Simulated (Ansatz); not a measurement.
**Cu: a strain scan**

Aim: for Cu, strain the cell along the Voigt pattern (1, -1, 0, 0, 0, 0).

Program: Ansatz 0.2.0. Level of theory: DFT r2SCAN, scalar-relativistic, plane waves, PAW. These are calculated values, not measurements.

### Step 1. The starting structure

It takes space group Fm-3m (No. 225, cubic). Conventional cell: a = 3.615 Å, b = 3.615 Å, c = 3.615 Å, α = 90.00°, β = 90.00°, γ = 90.00°. Cu (site symmetry m-3m) has 12 Cu at 2.56 Å in its first shell of neighbours.

Coordinates:

```cif
data_structure
_symmetry_space_group_name_H-M 'Fm-3m'
_symmetry_Int_Tables_number 225
_cell_length_a 3.6150
_cell_length_b 3.6150
_cell_length_c 3.6150
_cell_angle_alpha 90.000
_cell_angle_beta 90.000
_cell_angle_gamma 90.000
_cell_volume 47.24
loop_
_atom_site_label
_atom_site_type_symbol
_atom_site_symmetry_multiplicity
_atom_site_Wyckoff_symbol
_atom_site_fract_x
_atom_site_fract_y
_atom_site_fract_z
_atom_site_occupancy
Cu1 Cu 4 a 0.00000 0.00000 0.00000 1
```

No relaxation comes first: the listed cell is the starting point.

### Step 2. The reference cell

The reference gives a free energy of -6631.2347 eV, pressure -4.80 GPa, largest force 0.000 eV/Å and gap on the mesh none (metal). It was computed beforehand with the settings of the runs below.

### Step 3. The scan: a strain scan

The cell is strained by ε times the Voigt pattern (1, -1, 0, 0, 0, 0) (xx, yy, zz, yz, xz, xy; engineering shear), with fractional coordinates fixed (clamped ions). The stress on the pattern is the sum of the stress components weighted by it, tension positive.

### Step 4. ε = -0.1500

input.yaml reads:

```yaml
crystal:
  lattice:
    - [0.0, 2.078625, 1.8075]
    - [1.536375, 0.0, 1.8075]
    - [1.536375, 2.078625, 0.0]
  atoms:
    - { symbol: Cu, position: [0.0, 0.0, 0.0] }
basis:
  ecutwfc: 500
kpoints:
  mp_grid: { grid: [22, 22, 22] }
hamiltonian:
  xc: r2scan
scf:
  occupations: { method: gaussian, width: 0.15 }
output:
  forces: true
  stress: true
  eigenvalues: true
```

Launch:

```bash
> ansatz run input.yaml --threads 1 --pin off --max-ram 2560MiB --backend cpu --events-out ev --progress --plain --runs-dir out
```

Log, shortened:

```text
Warning: RAYON_NUM_THREADS=1 ignored (pool sized by the plan → 1); use --threads N
[...]
Pseudopotentials: kind: paw
Pseudopotential: Cu, paw, valence charge 19, recommended cutoff 500 eV (meta_gga), Cu.paw.azcp
Functional definition: r2SCAN
[...]
Crystal: 1 atoms, lattice volume = 11.545 Å³
Basis set: ecut = 500 eV, 293 PW (Γ), exchange–correlation on 96×72×80 points (64 copies of the dense FFT grid, shifted against one another)
Bands: 14, of which v1, the nominal top of the filled ones, is band 10 counted from 1 (9 counted from 0)
Symmetry: 8 space group operations
Space group: Fmmm (ITA 69), of the structure as read, at distance tolerance 2.3e-5 Å
k-points: 1530 of 10648
[...]
SCF iter   1: F=—  HF=-6631.170360 eV  |F-HF|=—  |Δ(HF+E_count)|=         —  Δρ=4.04e-2  dr2=1.03e-1  dr2_τ=7.70e-4  ethr=1.77e-3  ⟨swp⟩=5.0  Hψ=105428  notcnv=0
[...]
SCF iter   7: F=-6631.151338 eV  HF=-6631.151338 eV  |F-HF|=1.17e-9  |Δ(HF+E_count)|=   4.30e-9  Δρ=4.62e-6  dr2=1.30e-9  dr2_τ=2.78e-11  ethr=5.26e-10  ⟨swp⟩=5.9  Hψ=89793  notcnv=0
[...]
SCF converged after 7 iterations
Free energy (F): -6631.151338 eV
[...]
E sigma→0 (E₀):  -6631.149912 eV
Entropy (-TS):   -0.002852 eV (-2.852 meV/atom)
Fermi energy:    17.043515 eV
[...]
--- Forces (eV/Å), atoms counted from 1 ---
  atom   1  Cu    -0.00000000    -0.00000000     0.00000000
[...]
--- Stress (GPa, compression-positive) ---
        4.808255      -0.000000       0.000000
       -0.000000     -12.300414       0.000000
        0.000000       0.000000      11.139339
  P = ⅓ Tr σ = 1.2157 GPa (12.157 kbar)
--- Band table (eV; the first three rows and the last of 1530) ---
  k-point 0: bands = ["-99.4443", "-55.1977", "-55.1933", "-55.1914", "7.1572", "13.2177", "13.9258", "14.1426", "14.6213", "15.1199", "41.9797", "42.0938", "44.0139", "45.3930"]
[...]
```

It took 58 s on 1 thread of Intel Xeon at 2.50GHz (Skylake/Cascade Lake), shared host; peak memory 0.63 GiB.

### Step 5. At ε = 0.1125

input.yaml: that of step 4 with these lines changed.

```diff
@@ -2,5 +2,5 @@
   lattice:
-    - [0.0, 2.078625, 1.8075]
-    - [1.536375, 0.0, 1.8075]
-    - [1.536375, 2.078625, 0.0]
+    - [0.0, 1.60415625, 1.8075]
+    - [2.01084375, 0.0, 1.8075]
+    - [2.01084375, 1.60415625, 0.0]
   atoms:
```

Launch:

```bash
> ansatz run input.yaml --threads 1 --pin off --max-ram 2560MiB --backend cpu --events-out ev --progress --plain --runs-dir out
```

Log, shortened:

```text
[...]
SCF converged after 7 iterations
Free energy (F): -6631.188497 eV
[...]
E sigma→0 (E₀):  -6631.186939 eV
Entropy (-TS):   -0.003116 eV (-3.116 meV/atom)
Fermi energy:    16.825110 eV
[...]
--- Forces (eV/Å), atoms counted from 1 ---
  atom   1  Cu     0.00000000     0.00000000    -0.00000000
[...]
--- Stress (GPa, compression-positive) ---
      -10.269049      -0.000000       0.000000
       -0.000000       1.663256      -0.000000
        0.000000      -0.000000       3.794454
  P = ⅓ Tr σ = -1.6038 GPa (-16.038 kbar)
--- Band table (eV; the first three rows and the last of 1530) ---
  k-point 0: bands = ["-99.6383", "-55.3964", "-55.3934", "-55.3908", "7.0130", "13.1708", "13.8396", "13.9525", "14.2458", "14.8671", "41.1378", "42.8561", "43.4744", "44.3134"]
[...]
```

Wall time 64 s (1 thread of Intel Xeon at 2.50GHz (Skylake/Cascade Lake), shared host); peak memory 0.62 GiB.

### Step 6. ε = -0.0750

input.yaml: that of step 5 with these lines changed.

```diff
@@ -2,5 +2,5 @@
   lattice:
-    - [0.0, 1.60415625, 1.8075]
-    - [2.01084375, 0.0, 1.8075]
-    - [2.01084375, 1.60415625, 0.0]
+    - [0.0, 1.9430625, 1.8075]
+    - [1.6719375, 0.0, 1.8075]
+    - [1.6719375, 1.9430625, 0.0]
   atoms:
```

Launch:

```bash
> ansatz run input.yaml --threads 1 --pin off --max-ram 2560MiB --backend cpu --events-out ev --progress --plain --runs-dir out
```

Log, shortened:

```text
Warning: RAYON_NUM_THREADS=1 ignored (pool sized by the plan → 1); use --threads N
[...]
Pseudopotentials: kind: paw
Pseudopotential: Cu, paw, valence charge 19, recommended cutoff 500 eV (meta_gga), Cu.paw.azcp
Functional definition: r2SCAN
[...]
Crystal: 1 atoms, lattice volume = 11.744 Å³
Basis set: ecut = 500 eV, 299 PW (Γ), exchange–correlation on 80×72×80 points (64 copies of the dense FFT grid, shifted against one another)
Bands: 14, of which v1, the nominal top of the filled ones, is band 10 counted from 1 (9 counted from 0)
Symmetry: 8 space group operations
Space group: Fmmm (ITA 69), of the structure as read, at distance tolerance 2.3e-5 Å
k-points: 1530 of 10648
[...]
SCF iter   1: F=—  HF=-6631.232281 eV  |F-HF|=—  |Δ(HF+E_count)|=         —  Δρ=4.04e-2  dr2=1.05e-1  dr2_τ=8.21e-4  ethr=1.77e-3  ⟨swp⟩=5.0  Hψ=105516  notcnv=0
[...]
SCF iter   6: F=-6631.213233 eV  HF=-6631.213233 eV  |F-HF|=5.45e-8  |Δ(HF+E_count)|=   3.15e-6  Δρ=2.70e-5  dr2=5.03e-8  dr2_τ=7.86e-10  ethr=5.26e-10  ⟨swp⟩=7.3  Hψ=104927  notcnv=0
[...]
SCF converged after 6 iterations
Free energy (F): -6631.213233 eV
[...]
E sigma→0 (E₀):  -6631.211352 eV
Entropy (-TS):   -0.003763 eV (-3.763 meV/atom)
Fermi energy:    16.687926 eV
[...]
--- Forces (eV/Å), atoms counted from 1 ---
  atom   1  Cu     0.00000000     0.00000000     0.00000000
[...]
--- Stress (GPa, compression-positive) ---
       -0.527237      -0.000000       0.000000
       -0.000000      -8.571312       0.000000
        0.000000       0.000000      -1.227867
  P = ⅓ Tr σ = -3.4421 GPa (-34.421 kbar)
--- Band table (eV; the first three rows and the last of 1530) ---
  k-point 0: bands = ["-99.7732", "-55.5338", "-55.5328", "-55.5297", "6.9119", "13.1996", "13.6233", "13.9266", "14.0219", "14.6412", "40.4691", "42.8633", "43.0931", "43.5398"]
[...]
```

Run time: 59 s. Hardware: 1 thread of Intel Xeon at 2.50GHz (Skylake/Cascade Lake), shared host; peak memory 0.63 GiB.

### Step 7. ε = 0.0375

input.yaml: that of step 6 with these lines changed.

```diff
@@ -2,5 +2,5 @@
   lattice:
-    - [0.0, 1.9430625, 1.8075]
-    - [1.6719375, 0.0, 1.8075]
-    - [1.6719375, 1.9430625, 0.0]
+    - [0.0, 1.73971875, 1.8075]
+    - [1.87528125, 0.0, 1.8075]
+    - [1.87528125, 1.73971875, 0.0]
   atoms:
```

Launch:

```bash
> ansatz run input.yaml --threads 1 --pin off --max-ram 2560MiB --backend cpu --events-out ev --progress --plain --runs-dir out
```

Log, shortened:

```text
Warning: RAYON_NUM_THREADS=1 ignored (pool sized by the plan → 1); use --threads N
[...]
Pseudopotentials: kind: paw
Pseudopotential: Cu, paw, valence charge 19, recommended cutoff 500 eV (meta_gga), Cu.paw.azcp
Functional definition: r2SCAN
[...]
Crystal: 1 atoms, lattice volume = 11.794 Å³
Basis set: ecut = 500 eV, 307 PW (Γ), exchange–correlation on 80×80×80 points (64 copies of the dense FFT grid, shifted against one another)
Bands: 14, of which v1, the nominal top of the filled ones, is band 10 counted from 1 (9 counted from 0)
Symmetry: 8 space group operations
Space group: Fmmm (ITA 69), of the structure as read, at distance tolerance 2.3e-5 Å
k-points: 1530 of 10648
[...]
SCF iter   1: F=—  HF=-6631.248451 eV  |F-HF|=—  |Δ(HF+E_count)|=         —  Δρ=4.04e-2  dr2=1.06e-1  dr2_τ=8.36e-4  ethr=1.77e-3  ⟨swp⟩=5.0  Hψ=105421  notcnv=0
[...]
SCF iter   6: F=-6631.229319 eV  HF=-6631.229319 eV  |F-HF|=4.94e-8  |Δ(HF+E_count)|=   3.30e-6  Δρ=2.74e-5  dr2=5.32e-8  dr2_τ=6.16e-10  ethr=5.26e-10  ⟨swp⟩=7.3  Hψ=104237  notcnv=0
[...]
SCF converged after 6 iterations
Free energy (F): -6631.229319 eV
[...]
E sigma→0 (E₀):  -6631.227978 eV
Entropy (-TS):   -0.002681 eV (-2.681 meV/atom)
Fermi energy:    16.596999 eV
[...]
--- Forces (eV/Å), atoms counted from 1 ---
  atom   1  Cu     0.00000000     0.00000000    -0.00000000
[...]
--- Stress (GPa, compression-positive) ---
       -6.878817      -0.000000       0.000000
       -0.000000      -2.596357       0.000000
        0.000000       0.000000      -3.961493
  P = ⅓ Tr σ = -4.4789 GPa (-44.789 kbar)
--- Band table (eV; the first three rows and the last of 1530) ---
  k-point 0: bands = ["-99.8502", "-55.6124", "-55.6119", "-55.6098", "6.8525", "13.2968", "13.4953", "13.6632", "14.1311", "14.4443", "40.0738", "42.7526", "42.8652", "43.0406"]
[...]
```

Run time: 65 s. Hardware: 1 thread of Intel Xeon at 2.50GHz (Skylake/Cascade Lake), shared host; peak memory 0.63 GiB.

### Step 8. Point ε = 0.1312

input.yaml: that of step 7 with these lines changed.

```diff
@@ -2,5 +2,5 @@
   lattice:
-    - [0.0, 1.73971875, 1.8075]
-    - [1.87528125, 0.0, 1.8075]
-    - [1.87528125, 1.73971875, 0.0]
+    - [0.0, 1.570356, 1.8075]
+    - [2.044644, 0.0, 1.8075]
+    - [2.044644, 1.570356, 0.0]
   atoms:
```

Launch:

```bash
> ansatz run input.yaml --threads 1 --pin off --max-ram 2560MiB --backend cpu --events-out ev --progress --plain --runs-dir out
```

Log, shortened:

```text
[...]
SCF converged after 7 iterations
Free energy (F): -6631.171668 eV
[...]
E sigma→0 (E₀):  -6631.170163 eV
Entropy (-TS):   -0.003011 eV (-3.011 meV/atom)
Fermi energy:    16.922038 eV
[...]
--- Forces (eV/Å), atoms counted from 1 ---
  atom   1  Cu     0.00000000     0.00000000    -0.00000000
[...]
--- Stress (GPa, compression-positive) ---
      -11.319170      -0.000000       0.000000
       -0.000000       3.174279      -0.000000
        0.000000      -0.000000       7.164020
  P = ⅓ Tr σ = -0.3270 GPa (-3.270 kbar)
--- Band table (eV; the first three rows and the last of 1530) ---
  k-point 0: bands = ["-99.5489", "-55.3048", "-55.3015", "-55.2987", "7.0795", "13.1845", "13.9335", "13.9800", "14.4259", "14.9903", "41.5773", "42.5648", "43.7235", "44.8111"]
[...]
```

It took 61 s on 1 thread of Intel Xeon at 2.50GHz (Skylake/Cascade Lake), shared host; peak memory 0.62 GiB.

### Step 9. ε = 0.0937

input.yaml: that of step 8 with these lines changed.

```diff
@@ -2,5 +2,5 @@
   lattice:
-    - [0.0, 1.570356, 1.8075]
-    - [2.044644, 0.0, 1.8075]
-    - [2.044644, 1.570356, 0.0]
+    - [0.0, 1.63813725, 1.8075]
+    - [1.97686275, 0.0, 1.8075]
+    - [1.97686275, 1.63813725, 0.0]
   atoms:
@@ -19 +19,5 @@
   eigenvalues: true
+  write_density: true
+  write_potential: true
+  elf: true
+  volumetric_format: npy
```

Launch:

```bash
> ansatz run input.yaml --threads 1 --pin off --max-ram 2560MiB --backend cpu --events-out ev --progress --plain --runs-dir out
```

Log, shortened:

```text
[...]
SCF converged after 6 iterations
Free energy (F): -6631.202131 eV
[...]
E sigma→0 (E₀):  -6631.200359 eV
Entropy (-TS):   -0.003544 eV (-3.544 meV/atom)
Fermi energy:    16.744595 eV
[...]
--- Forces (eV/Å), atoms counted from 1 ---
  atom   1  Cu     0.00000000     0.00000000     0.00000000
[...]
--- Stress (GPa, compression-positive) ---
       -9.261274      -0.000000       0.000000
       -0.000000       0.399681       0.000000
        0.000000       0.000000       0.916170
  P = ⅓ Tr σ = -2.6485 GPa (-26.485 kbar)
--- Band table (eV; the first three rows and the last of 1530) ---
  k-point 0: bands = ["-99.7137", "-55.4735", "-55.4709", "-55.4687", "6.9570", "13.1757", "13.7200", "13.9820", "14.0785", "14.7496", "40.7678", "42.9107", "43.2638", "43.8895"]
[...]
```

Wall time 88 s (1 thread of Intel Xeon at 2.50GHz (Skylake/Cascade Lake), shared host); peak memory 0.61 GiB.

Axes a, b and c in the maps are those of this run's conventional cell (a, b, c = 3.276, 3.615, 3.954 Å).

Density in a lattice plane of the grid's cell (edges 3.28 and 3.95 Å, at 0.000 of the third edge), which holds Cu.

Values in e/Å³, 12 rows by 10 columns:
```
27.12 11.38  1.88  0.35  0.19  0.16  0.19  0.35  1.87 11.40
 3.17  1.81  0.57  0.27  0.21  0.20  0.21  0.26  0.58  1.80
 0.37  0.33  0.27  0.27  0.33  0.37  0.32  0.27  0.27  0.32
 0.20  0.21  0.27  0.57  1.81  3.17  1.80  0.58  0.26  0.21
 0.16  0.19  0.35  1.88 11.38 27.12 11.40  1.87  0.35  0.19
 0.16  0.19  0.43  3.36 26.62 70.25 26.62  3.36  0.43  0.19
 0.16  0.19  0.35  1.87 11.40 27.12 11.38  1.88  0.35  0.19
 0.20  0.21  0.26  0.58  1.80  3.17  1.81  0.57  0.27  0.21
 0.37  0.32  0.27  0.27  0.32  0.37  0.33  0.27  0.27  0.33
 3.17  1.80  0.58  0.26  0.21  0.20  0.21  0.27  0.57  1.81
27.12 11.40  1.87  0.35  0.19  0.16  0.19  0.35  1.88 11.38
70.25 26.62  3.36  0.43  0.19  0.16  0.19  0.43  3.36 26.62
```
Columns run along the first of these edges and rows up along the second, over one cell in 10 and 12 even steps from the bottom left corner. Atoms in the plane (fractional): Cu at (0.00, 0.00), Cu at (0.50, 0.50).

ELF in the same plane.

Values, 12 rows by 10 columns:
```
0.64 0.41 0.21 0.16 0.23 0.27 0.23 0.16 0.20 0.41
0.24 0.20 0.17 0.20 0.24 0.23 0.24 0.20 0.17 0.20
0.15 0.16 0.20 0.20 0.16 0.15 0.16 0.20 0.20 0.16
0.23 0.24 0.20 0.17 0.20 0.24 0.20 0.17 0.20 0.24
0.27 0.23 0.16 0.21 0.41 0.64 0.41 0.20 0.16 0.23
0.26 0.21 0.16 0.25 0.65 0.93 0.65 0.25 0.16 0.21
0.27 0.23 0.16 0.20 0.41 0.64 0.41 0.21 0.16 0.23
0.23 0.24 0.20 0.17 0.20 0.24 0.20 0.17 0.20 0.24
0.15 0.16 0.20 0.20 0.16 0.15 0.16 0.20 0.20 0.16
0.24 0.20 0.17 0.20 0.24 0.23 0.24 0.20 0.17 0.20
0.64 0.41 0.20 0.16 0.23 0.27 0.23 0.16 0.21 0.41
0.93 0.65 0.25 0.16 0.21 0.26 0.21 0.16 0.25 0.65
```
Columns run along the first of these edges and rows up along the second, over one cell in 10 and 12 even steps from the bottom left corner. Atoms in the plane (fractional): Cu at (0.00, 0.00), Cu at (0.50, 0.50).

Both are smooth fields of the valence electrons: close to the nuclei they are not physical.

### Step 10. ε = 0.0562

input.yaml reads:

```yaml
crystal:
  lattice:
    - [0.0, 1.7059185, 1.8075]
    - [1.9090815, 0.0, 1.8075]
    - [1.9090815, 1.7059185, 0.0]
  atoms:
    - { symbol: Cu, position: [0.0, 0.0, 0.0] }
basis:
  ecutwfc: 500
kpoints:
  mp_grid: { grid: [22, 22, 22] }
hamiltonian:
  xc: r2scan
scf:
  occupations: { method: gaussian, width: 0.15 }
output:
  forces: true
  stress: true
  eigenvalues: true
```

Launch:

```bash
> ansatz run input.yaml --threads 1 --pin off --max-ram 2560MiB --backend cpu --events-out ev --progress --plain --runs-dir out
```

Log, shortened:

```text
Warning: RAYON_NUM_THREADS=1 ignored (pool sized by the plan → 1); use --threads N
[...]
Pseudopotentials: kind: paw
Pseudopotential: Cu, paw, valence charge 19, recommended cutoff 500 eV (meta_gga), Cu.paw.azcp
Functional definition: r2SCAN
[...]
Crystal: 1 atoms, lattice volume = 11.773 Å³
Basis set: ecut = 500 eV, 299 PW (Γ), exchange–correlation on 80×80×80 points (64 copies of the dense FFT grid, shifted against one another)
Bands: 14, of which v1, the nominal top of the filled ones, is band 10 counted from 1 (9 counted from 0)
Symmetry: 8 space group operations
Space group: Fmmm (ITA 69), of the structure as read, at distance tolerance 2.3e-5 Å
k-points: 1530 of 10648
[...]
SCF iter   1: F=—  HF=-6631.241600 eV  |F-HF|=—  |Δ(HF+E_count)|=         —  Δρ=4.05e-2  dr2=1.06e-1  dr2_τ=8.29e-4  ethr=1.77e-3  ⟨swp⟩=5.0  Hψ=105517  notcnv=0
[...]
SCF iter   6: F=-6631.222441 eV  HF=-6631.222441 eV  |F-HF|=5.21e-8  |Δ(HF+E_count)|=   3.25e-6  Δρ=2.69e-5  dr2=5.06e-8  dr2_τ=7.09e-10  ethr=5.26e-10  ⟨swp⟩=7.2  Hψ=104534  notcnv=0
[...]
SCF converged after 6 iterations
Free energy (F): -6631.222441 eV
[...]
E sigma→0 (E₀):  -6631.220813 eV
Entropy (-TS):   -0.003255 eV (-3.255 meV/atom)
Fermi energy:    16.644712 eV
[...]
--- Forces (eV/Å), atoms counted from 1 ---
  atom   1  Cu     0.00000000     0.00000000     0.00000000
[...]
--- Stress (GPa, compression-positive) ---
       -7.897905       0.000000       0.000000
        0.000000      -1.464486       0.000000
        0.000000       0.000000      -2.781429
  P = ⅓ Tr σ = -4.0479 GPa (-40.479 kbar)
--- Band table (eV; the first three rows and the last of 1530) ---
  k-point 0: bands = ["-99.8180", "-55.5798", "-55.5790", "-55.5759", "6.8771", "13.2412", "13.5486", "13.7882", "14.0722", "14.5401", "40.2374", "42.7975", "42.9600", "43.2574"]
[...]
```

Wall time 59 s (1 thread of Intel Xeon at 2.50GHz (Skylake/Cascade Lake), shared host); peak memory 0.63 GiB.

### Step 11. At ε = 0.0187

input.yaml: that of step 10 with these lines changed.

```diff
@@ -2,5 +2,5 @@
   lattice:
-    - [0.0, 1.7059185, 1.8075]
-    - [1.9090815, 0.0, 1.8075]
-    - [1.9090815, 1.7059185, 0.0]
+    - [0.0, 1.77369975, 1.8075]
+    - [1.84130025, 0.0, 1.8075]
+    - [1.84130025, 1.77369975, 0.0]
   atoms:
```

Launch:

```bash
> ansatz run input.yaml --threads 1 --pin off --max-ram 2560MiB --backend cpu --events-out ev --progress --plain --runs-dir out
```

Log, shortened:

```text
[...]
SCF converged after 6 iterations
Free energy (F): -6631.233350 eV
[...]
E sigma→0 (E₀):  -6631.232033 eV
Entropy (-TS):   -0.002632 eV (-2.632 meV/atom)
Fermi energy:    16.566466 eV
[...]
--- Forces (eV/Å), atoms counted from 1 ---
  atom   1  Cu     0.00000000     0.00000000    -0.00000000
[...]
--- Stress (GPa, compression-positive) ---
       -5.851603       0.000000       0.000000
        0.000000      -3.706853       0.000000
        0.000000       0.000000      -4.592521
  P = ⅓ Tr σ = -4.7170 GPa (-47.170 kbar)
--- Band table (eV; the first three rows and the last of 1530) ---
  k-point 0: bands = ["-99.8688", "-55.6310", "-55.6307", "-55.6298", "6.8379", "13.3682", "13.4637", "13.5514", "14.1991", "14.3555", "39.9757", "42.7466", "42.8081", "42.8854"]
[...]
```

Run time: 46 s. Hardware: 1 thread of Intel Xeon at 2.50GHz (Skylake/Cascade Lake), shared host; peak memory 0.63 GiB.

### Step 12. Results of the scan

All points in order; energies are free energies above the reference cell:

```csv
ε,ΔE (meV/atom),stress on the pattern (GPa),pressure (GPa)
-0.1500,83.3,-17.11,1.2
-0.0750,21.5,-8.04,-3.4
0.0000,0.0,0.00,-4.8
0.0187,1.3,2.14,-4.7
0.0375,5.4,4.28,-4.5
0.0562,12.2,6.43,-4.0
0.0937,32.6,9.66,-2.6
0.1125,46.2,11.93,-1.6
0.1312,63.0,14.49,-0.3
```

Not run, since symmetry makes them alike: 0.1500 repeats -0.1500, -0.1125 repeats 0.1125, 0.0750 repeats -0.0750, -0.0375 repeats 0.0375. Energy, pressure and gap are the same there.

### Step 13. What came out

| quantity | value |
| --- | --- |
| slope of the stress at ε = 0, from the points at -0.0750, 0 and 0.0187 | 113 GPa |

From the stress slope, C11 + C22 − 2 C12 is about 113 GPa with the ions clamped. The step is wide, so higher orders mix in. The reference stands under -4.8 GPa, so this is no zero-stress constant. The undisturbed cell stays the lowest of the sampled points.
